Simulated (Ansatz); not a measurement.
# CH5FGaN: an energy map over bond length Ga2–N3 and dihedral C1–Ga2–N3–H8

How does the energy of CH₅FGaN, SMILES [CH3][Ga]([NH2])[F] change over two coordinates at once? A grid of runs gives the map.

Method: RKS SPW92 (LDA)/def2-TZVP; program: Ansatz 0.2.0.

**1. Where the work starts**

SMILES `[CH3][Ga]([NH2])[F]`, 9 atoms, charge 0, spin multiplicity 1.

Atoms are counted from 1 here; the program's logs count them from 0.

Bond lengths: C1–Ga2 1.956 Å, C1–H5 1.108 Å, C1–H6 1.109 Å, C1–H7 1.107 Å, Ga2–N3 1.816 Å, Ga2–F4 1.782 Å, N3–H8 1.020 Å, N3–H9 1.021 Å. Angles: Ga2–C1–H5 109.5°, Ga2–C1–H6 109.5°, Ga2–C1–H7 111.6°, H5–C1–H6 108.0°, H5–C1–H7 109.1°, H6–C1–H7 109.0°, C1–Ga2–N3 130.3°, C1–Ga2–F4 118.9°, N3–Ga2–F4 110.8°, Ga2–N3–H8 125.0°, Ga2–N3–H9 122.5°, H8–N3–H9 112.5°.

As a file:

```mol
CH5FGaN
  3D, bonds by distance, orders not assigned

  9  8  0  0  0  0  0  0  0  0999 V2000
   -0.3221    1.4846   -0.3939 C   0  0
    0.3318   -0.3571   -0.3131 Ga  0  0
    0.0668   -1.6429    0.9411 N   0  0
    1.3651   -0.9631   -1.6325 F   0  0
   -0.8859    1.6360   -1.3361 H   0  0
    0.5392    2.1826   -0.3933 H   0  0
   -0.9800    1.7220    0.4646 H   0  0
   -0.5006   -1.5324    1.7815 H   0  0
    0.4743   -2.5758    0.8646 H   0  0
  1  2  8  0
  1  5  8  0
  1  6  8  0
  1  7  8  0
  2  3  8  0
  2  4  8  0
  3  8  8  0
  3  9  8  0
M  END
```

This geometry comes from a loose relaxation at PBE in a small basis, which is not shown.

**2. Relaxing the molecule**

The input, input.yaml:

```yaml
crystal:
  periodic: [false, false, false]
  atoms:
    - { symbol: C, position_ang: [-0.322111, 1.484596, -0.393852] }
    - { symbol: Ga, position_ang: [0.331768, -0.357138, -0.313139] }
    - { symbol: "N", position_ang: [0.066776, -1.642857, 0.94112] }
    - { symbol: F, position_ang: [1.365114, -0.963146, -1.632519] }
    - { symbol: H, position_ang: [-0.885883, 1.635952, -1.336095] }
    - { symbol: H, position_ang: [0.539217, 2.1826, -0.393319] }
    - { symbol: H, position_ang: [-0.980041, 1.722039, 0.464609] }
    - { symbol: H, position_ang: [-0.500625, -1.532403, 1.78154] }
    - { symbol: H, position_ang: [0.474286, -2.575842, 0.864555] }
basis:
  gaussian: { orbitals: def2-TZVP }
hamiltonian:
  xc: lda
output:
  forces: true
relax:
  f_tol: 0.003
  max_steps: 120
```

Command:

```bash
$ ansatz run input.yaml --threads 1 --pin off --max-ram 2560MiB --backend cpu --events-out ev --progress --plain --runs-dir out
```

Output, cut to the lines that bear on the results:

```text
Warning: RAYON_NUM_THREADS=1 ignored (pool sized by the plan → 1); use --threads N
[...]
Functional definition: SPW92
[...]
1079 factors; their error is unknown
[...]
mean field -57585.28817502 eV, -2116.2203077218 hartree, gradient 2.2e-5 eV, S^2 0.000000; 0 other end points of the search recorded, 0 dependent functions left out
[...]
reference -57585.28821258 eV, -2116.2203091020 hartree; 29, 29 occupied and 142, 142 virtual orbitals, 1079 factors
relax step   1: F+E_penalty+E_count = -57585.28817502 eV  Δ(F+E_penalty+E_count) = +0.000e0 eV  max|allowed force component| = 4.673e-1 eV/Å  Δτ_max = 0.0000 Å  (29 SCF iters, accepted)
[...]
relax step   6: F+E_penalty+E_count = -57585.32350093 eV  Δ(F+E_penalty+E_count) = -6.001e-5 eV  max|allowed force component| = 7.792e-3 eV/Å  Δτ_max = 0.0036 Å  (34 SCF iters, accepted)
[...]
relax step   7: F+E_penalty+E_count = -57585.32350716 eV  Δ(F+E_penalty+E_count) = -6.230e-6 eV  max|allowed force component| = 7.054e-4 eV/Å  Δτ_max = 0.0018 Å  (34 SCF iters, accepted)
1079 factors; their error is unknown
[...]
mean field -57585.32350716 eV, -2116.2216061538 hartree, gradient 6.6e-6 eV, S^2 0.000000; 1 other end points of the search recorded, 0 dependent functions left out
[...]
reference -57585.32354442 eV, -2116.2216075231 hartree; 29, 29 occupied and 142, 142 virtual orbitals, 1079 factors
Total energy: -57585.32354442 eV, -2116.2216075231 hartree
Atom 0 at    -0.316543     1.469659    -0.394040 Å, force    -0.000048    -0.000405     0.000705 eV/Å
Atom 1 at     0.307184    -0.339777    -0.279266 Å, force    -0.000008     0.000493    -0.000269 eV/Å
Atom 2 at     0.063337    -1.633448     0.931371 Å, force    -0.000356    -0.000297     0.000530 eV/Å
Atom 3 at     1.331486    -0.937580    -1.578200 Å, force     0.000131    -0.000016     0.000069 eV/Å
Atom 4 at    -0.870060     1.606224    -1.334773 Å, force    -0.000278    -0.000249    -0.000392 eV/Å
Atom 5 at     0.545429     2.153084    -0.407956 Å, force     0.000334     0.000255    -0.000245 eV/Å
Atom 6 at    -0.969348     1.731478     0.449975 Å, force     0.000122     0.000004     0.000082 eV/Å
Atom 7 at    -0.488912    -1.544938     1.778446 Å, force    -0.000016     0.000100    -0.000132 eV/Å
Atom 8 at     0.485928    -2.550900     0.817342 Å, force     0.000119     0.000114    -0.000347 eV/Å
Dipole moment:    -0.352269     0.166053     0.472411 e Å
```

Run time: 30 s. Hardware: 1 thread of Arm Neoverse V1, shared host; peak memory 0.32 GiB.

Step by step:

```csv
step,energy from step 1 (eV),largest force component (eV/Å)
1,0.0000,0.4673
2,-0.0294,0.2096
3,-0.0350,0.0284
4,-0.0351,0.0156
5,-0.0353,0.0359
6,-0.0353,0.0078
7,-0.0353,0.0007
```

Distances of close pairs at the start and the end, largest changes first:

```csv
bond,before (Å),after (Å),change (Å)
C1–Ga2,1.956,1.917,-0.039
Ga2–N3,1.816,1.788,-0.027
Ga2–F4,1.782,1.759,-0.023
C1–H7,1.107,1.099,-0.009
C1–H6,1.109,1.100,-0.009
C1–H5,1.108,1.100,-0.008
N3–H8,1.020,1.015,-0.005
N3–H9,1.021,1.017,-0.004
```

**3. Plan of the scan**

First coordinate, bond length Ga2–N3: 13 values from 1.538 to 2.504 Å. Second coordinate, dihedral C1–Ga2–N3–H8: 12 values from −180 to 150 °, periodic.

Nothing else is relaxed (all other coordinates rigid). Energies count from the relaxed molecule at the same level. Points are written as (first, second).

Of the runs on the grid, 3 are shown in the steps below; the others differ only in the two coordinates.

**4. Grid point (1.780 Å, 0°)**

The input, input.yaml:

```yaml
crystal:
  periodic: [false, false, false]
  atoms:
    - { symbol: C, position_ang: [-0.316543, 1.469659, -0.39404] }
    - { symbol: Ga, position_ang: [0.307184, -0.339777, -0.279266] }
    - { symbol: "N", position_ang: [0.064494, -1.627309, 0.925626] }
    - { symbol: F, position_ang: [1.331486, -0.93758, -1.5782] }
    - { symbol: H, position_ang: [-0.87006, 1.606224, -1.334773] }
    - { symbol: H, position_ang: [0.545429, 2.153084, -0.407956] }
    - { symbol: H, position_ang: [-0.969348, 1.731478, 0.449975] }
    - { symbol: H, position_ang: [-0.487375, -1.538652, 1.772933] }
    - { symbol: H, position_ang: [0.486688, -2.544913, 0.811353] }
basis:
  gaussian: { orbitals: def2-TZVP }
hamiltonian:
  xc: lda
output:
  forces: true
```

Command:

```bash
$ ansatz run input.yaml --threads 1 --pin off --max-ram 2560MiB --backend cpu --events-out ev --progress --plain --runs-dir out
```

Output, cut to the lines that bear on the results:

```text
Warning: RAYON_NUM_THREADS=1 ignored (pool sized by the plan → 1); use --threads N
[...]
[... 1 set-up line as earlier in the session ...]
[...]
1079 factors; their error is unknown
[...]
mean field -57585.32257468 eV, -2116.2215718859 hartree, gradient 3.2e-5 eV, S^2 0.000000; 0 other end points of the search recorded, 0 dependent functions left out
[...]
reference -57585.32261189 eV, -2116.2215732535 hartree; 29, 29 occupied and 142, 142 virtual orbitals, 1079 factors
Total energy: -57585.32261189 eV, -2116.2215732535 hartree
Atom 0 at    -0.316543     1.469659    -0.394040 Å, force     0.003647    -0.001582    -0.004223 eV/Å
Atom 1 at     0.307184    -0.339777    -0.279266 Å, force     0.022404     0.159181    -0.136273 eV/Å
Atom 2 at     0.064494    -1.627309     0.925626 Å, force    -0.028986    -0.150529     0.141479 eV/Å
Atom 3 at     1.331486    -0.937580    -1.578200 Å, force     0.005331    -0.000553    -0.008530 eV/Å
Atom 4 at    -0.870060     1.606224    -1.334773 Å, force    -0.000575     0.001800    -0.000016 eV/Å
Atom 5 at     0.545429     2.153084    -0.407956 Å, force    -0.000896     0.001937    -0.000525 eV/Å
Atom 6 at    -0.969348     1.731478     0.449975 Å, force    -0.000193     0.000458     0.000242 eV/Å
Atom 7 at    -0.487375    -1.538652     1.772933 Å, force     0.000982    -0.006978     0.002151 eV/Å
Atom 8 at     0.486688    -2.544913     0.811353 Å, force    -0.001714    -0.003733     0.005695 eV/Å
Dipole moment:    -0.352852     0.160833     0.476617 e Å
```

Wall time 3.1 s (1 thread of Arm Neoverse V1, shared host); peak memory 0.18 GiB.

That is 0.09 kJ/mol from the zero.

**5. Grid point (2.343 Å, −90°)**

The input, input.yaml:

```yaml
crystal:
  periodic: [false, false, false]
  atoms:
    - { symbol: C, position_ang: [-0.316543, 1.469659, -0.39404] }
    - { symbol: Ga, position_ang: [0.307184, -0.339777, -0.279266] }
    - { symbol: "N", position_ang: [-0.012266, -2.034545, 1.306724] }
    - { symbol: F, position_ang: [1.331486, -0.93758, -1.5782] }
    - { symbol: H, position_ang: [-0.87006, 1.606224, -1.334773] }
    - { symbol: H, position_ang: [0.545429, 2.153084, -0.407956] }
    - { symbol: H, position_ang: [-0.969348, 1.731478, 0.449975] }
    - { symbol: H, position_ang: [0.580916, -2.19941, 2.113758] }
    - { symbol: H, position_ang: [-0.788156, -2.687261, 1.23419] }
basis:
  gaussian: { orbitals: def2-TZVP }
hamiltonian:
  xc: lda
output:
  forces: true
```

Command:

```bash
$ ansatz run input.yaml --threads 1 --pin off --max-ram 2560MiB --backend cpu --events-out ev --progress --plain --runs-dir out
```

Output, cut to the lines that bear on the results:

```text
Warning: RAYON_NUM_THREADS=1 ignored (pool sized by the plan → 1); use --threads N
[...]
[... 1 set-up line as earlier in the session ...]
[...]
1079 factors; their error is unknown
[...]
mean field -57583.30081393 eV, -2116.1472735487 hartree, gradient 3.3e-5 eV, S^2 0.000000; 0 other end points of the search recorded, 0 dependent functions left out
[...]
reference -57583.30085439 eV, -2116.1472750357 hartree; 29, 29 occupied and 142, 142 virtual orbitals, 1079 factors
Total energy: -57583.30085439 eV, -2116.1472750357 hartree
Atom 0 at    -0.316543     1.469659    -0.394040 Å, force    -0.207186     0.184779     0.191373 eV/Å
Atom 1 at     0.307184    -0.339777    -0.279266 Å, force    -0.114562    -2.934011     2.134792 eV/Å
Atom 2 at    -0.012266    -2.034545     1.306724 Å, force     0.254329     2.411584    -2.220694 eV/Å
Atom 3 at     1.331486    -0.937580    -1.578200 Å, force    -0.244298     0.127222     0.307883 eV/Å
Atom 4 at    -0.870060     1.606224    -1.334773 Å, force     0.018456    -0.097492    -0.049422 eV/Å
Atom 5 at     0.545429     2.153084    -0.407956 Å, force     0.085097    -0.074856    -0.003480 eV/Å
Atom 6 at    -0.969348     1.731478     0.449975 Å, force     0.026702    -0.069014     0.005189 eV/Å
Atom 7 at     0.580916    -2.199410     2.113758 Å, force     0.197240     0.276734    -0.127824 eV/Å
Atom 8 at    -0.788156    -2.687261     1.234190 Å, force    -0.015778     0.175053    -0.237818 eV/Å
Dipole moment:    -0.312571     0.589532     0.124702 e Å
```

It took 3.2 s on 1 thread of Arm Neoverse V1, shared host; peak memory 0.18 GiB.

Energy on the map's scale: 195 kJ/mol.

**6. Grid point (2.182 Å, −90°)**

The input, input.yaml:

```yaml
crystal:
  periodic: [false, false, false]
  atoms:
    - { symbol: C, position_ang: [-0.316543, 1.469659, -0.39404] }
    - { symbol: Ga, position_ang: [0.307184, -0.339777, -0.279266] }
    - { symbol: "N", position_ang: [0.009685, -1.918088, 1.197742] }
    - { symbol: F, position_ang: [1.331486, -0.93758, -1.5782] }
    - { symbol: H, position_ang: [-0.87006, 1.606224, -1.334773] }
    - { symbol: H, position_ang: [0.545429, 2.153084, -0.407956] }
    - { symbol: H, position_ang: [-0.969348, 1.731478, 0.449975] }
    - { symbol: H, position_ang: [0.602867, -2.082953, 2.004776] }
    - { symbol: H, position_ang: [-0.766204, -2.570804, 1.125208] }
basis:
  gaussian: { orbitals: def2-TZVP }
hamiltonian:
  xc: lda
output:
  forces: true
```

Command:

```bash
$ ansatz run input.yaml --threads 1 --pin off --max-ram 2560MiB --backend cpu --events-out ev --progress --plain --runs-dir out
```

Output, cut to the lines that bear on the results:

```text
Warning: RAYON_NUM_THREADS=1 ignored (pool sized by the plan → 1); use --threads N
[...]
[... 1 set-up line as earlier in the session ...]
[...]
1079 factors; their error is unknown
[...]
mean field -57583.92214364 eV, -2116.1701069945 hartree, gradient 5.0e-5 eV, S^2 0.000000; 0 other end points of the search recorded, 0 dependent functions left out
[...]
reference -57583.92218388 eV, -2116.1701084731 hartree; 29, 29 occupied and 142, 142 virtual orbitals, 1079 factors
Total energy: -57583.92218388 eV, -2116.1701084731 hartree
Atom 0 at    -0.316543     1.469659    -0.394040 Å, force    -0.156155     0.126789     0.139963 eV/Å
Atom 1 at     0.307184    -0.339777    -0.279266 Å, force    -0.174151    -2.869918     2.207657 eV/Å
Atom 2 at     0.009685    -1.918088     1.197742 Å, force     0.250129     2.450264    -2.231802 eV/Å
Atom 3 at     1.331486    -0.937580    -1.578200 Å, force    -0.190399     0.139995     0.210315 eV/Å
Atom 4 at    -0.870060     1.606224    -1.334773 Å, force     0.020427    -0.063477    -0.043756 eV/Å
Atom 5 at     0.545429     2.153084    -0.407956 Å, force     0.064579    -0.051273    -0.013192 eV/Å
Atom 6 at    -0.969348     1.731478     0.449975 Å, force     0.025880    -0.065767     0.004475 eV/Å
Atom 7 at     0.602867    -2.082953     2.004776 Å, force     0.136748     0.202540    -0.117046 eV/Å
Atom 8 at    -0.766204    -2.570804     1.125208 Å, force     0.022942     0.130847    -0.156615 eV/Å
Dipole moment:    -0.324515     0.491197     0.207006 e Å
```

Run time: 3.2 s. Hardware: 1 thread of Arm Neoverse V1, shared host; peak memory 0.18 GiB.

That is 135 kJ/mol from the zero.

**7. The map**

156 points were computed. Energies in kJ/mol, from the relaxed molecule at the same level:

| dihedral C1–Ga2–N3–H8 (°) ↓, bond length Ga2–N3 (Å) → | 1.538 | 1.619 | 1.699 | 1.780 | 1.860 | 1.941 | 2.021 | 2.101 | 2.182 | 2.262 | 2.343 | 2.423 | 2.504 |
| --- | --- | --- | --- | --- | --- | --- | --- | --- | --- | --- | --- | --- | --- |
| 150 | 135 | 61 | 24 | 11 | 16 | 32 | 55 | 83 | 114 | 145 | 177 | 209 | 240 |
| 120 | 166 | 89 | 49 | 34 | 37 | 51 | 72 | 98 | 127 | 158 | 189 | 219 | 249 |
| 90 | 183 | 105 | 64 | 47 | 48 | 61 | 81 | 107 | 135 | 165 | 195 | 225 | 254 |
| 60 | 166 | 89 | 49 | 34 | 36 | 50 | 72 | 98 | 127 | 157 | 189 | 219 | 249 |
| 30 | 134 | 60 | 23 | 11 | 15 | 31 | 55 | 82 | 113 | 145 | 177 | 208 | 239 |
| 0 | 120 | 47 | 11 | 0 | 6 | 23 | 47 | 75 | 107 | 139 | 172 | 204 | 235 |
| −30 | 134 | 60 | 23 | 11 | 15 | 31 | 55 | 82 | 113 | 145 | 177 | 208 | 239 |
| −60 | 166 | 89 | 49 | 34 | 36 | 50 | 72 | 98 | 127 | 158 | 189 | 219 | 249 |
| −90 | 183 | 105 | 64 | 47 | 48 | 61 | 81 | 107 | 135 | 165 | 195 | 225 | 254 |
| −120 | 166 | 89 | 49 | 34 | 37 | 51 | 72 | 98 | 127 | 158 | 189 | 219 | 249 |
| −150 | 135 | 61 | 24 | 11 | 16 | 32 | 55 | 83 | 114 | 145 | 177 | 209 | 240 |
| −180 | 121 | 48 | 12 | 1 | 6 | 23 | 47 | 76 | 107 | 139 | 172 | 204 | 235 |

The largest force on an atom (eV/Å) at each point:

| dihedral C1–Ga2–N3–H8 (°) ↓, bond length Ga2–N3 (Å) → | 1.538 | 1.619 | 1.699 | 1.780 | 1.860 | 1.941 | 2.021 | 2.101 | 2.182 | 2.262 | 2.343 | 2.423 | 2.504 |
| --- | --- | --- | --- | --- | --- | --- | --- | --- | --- | --- | --- | --- | --- |
| 150 | 11.8 | 6.4 | 2.8 | 0.4 | 1.4 | 2.5 | 3.2 | 3.6 | 3.7 | 3.8 | 3.7 | 3.6 | 3.5 |
| 120 | 12.1 | 6.7 | 3.1 | 0.6 | 1.3 | 2.4 | 3.1 | 3.5 | 3.7 | 3.7 | 3.7 | 3.6 | 3.4 |
| 90 | 12.3 | 6.9 | 3.3 | 0.7 | 1.2 | 2.3 | 3.0 | 3.4 | 3.6 | 3.7 | 3.6 | 3.5 | 3.4 |
| 60 | 12.1 | 6.7 | 3.1 | 0.6 | 1.3 | 2.4 | 3.1 | 3.5 | 3.7 | 3.7 | 3.7 | 3.5 | 3.4 |
| 30 | 11.8 | 6.5 | 2.8 | 0.3 | 1.4 | 2.5 | 3.2 | 3.5 | 3.7 | 3.8 | 3.7 | 3.6 | 3.4 |
| 0 | 11.8 | 6.4 | 2.7 | 0.2 | 1.5 | 2.5 | 3.2 | 3.6 | 3.8 | 3.8 | 3.7 | 3.6 | 3.5 |
| −30 | 11.8 | 6.5 | 2.8 | 0.3 | 1.4 | 2.5 | 3.2 | 3.5 | 3.7 | 3.8 | 3.7 | 3.6 | 3.4 |
| −60 | 12.1 | 6.7 | 3.1 | 0.6 | 1.3 | 2.4 | 3.1 | 3.5 | 3.7 | 3.7 | 3.7 | 3.5 | 3.4 |
| −90 | 12.3 | 6.9 | 3.3 | 0.7 | 1.2 | 2.3 | 3.0 | 3.4 | 3.6 | 3.7 | 3.6 | 3.5 | 3.4 |
| −120 | 12.1 | 6.7 | 3.1 | 0.6 | 1.3 | 2.4 | 3.1 | 3.5 | 3.7 | 3.7 | 3.7 | 3.6 | 3.4 |
| −150 | 11.8 | 6.4 | 2.8 | 0.4 | 1.4 | 2.5 | 3.2 | 3.6 | 3.7 | 3.8 | 3.7 | 3.6 | 3.5 |
| −180 | 11.8 | 6.4 | 2.7 | 0.4 | 1.5 | 2.6 | 3.2 | 3.6 | 3.8 | 3.8 | 3.8 | 3.6 | 3.5 |

Energy (kJ/mol) at eleven even steps along the easiest path on the interpolated surface, from (1.780 Å, 0°): 0, 3, 14, 26, 40, 46, 42, 30, 18, 6, 1.

**8. Outcome**

| quantity | value |
| --- | --- |
| lowest point | (1.780 Å, 0°), 0.09 kJ/mol |
| highest computed point | (2.504 Å, 90°), 254 kJ/mol above the lowest |
| largest force on an atom (eV/Å) | 0.2 at (1.780 Å, 0°) to 12.3 at (1.538 Å, −90°); 0.2 at the lowest point |
| time for the whole task | 10 min on 1 thread, shared host |

**Reading.** The lowest computed point is at (1.780 Å, 0°), 0.09 kJ/mol from the relaxed molecule at the same level; the map holds 2 wells of about this depth. The grid is coarse, so the lowest point of the scanned range may lie between grid points; coordinates that were held can hide deeper minima. The grid shows no other well, apart from its symmetry copies. The highest computed point, (2.504 Å, 90°), lies 254 kJ/mol above the lowest. On the interpolated surface the easiest way out of the lowest well to the well at (1.780 Å, −180°) passes a barrier of about 46 kJ/mol. Round the minimum the two coordinates are nearly uncoupled.
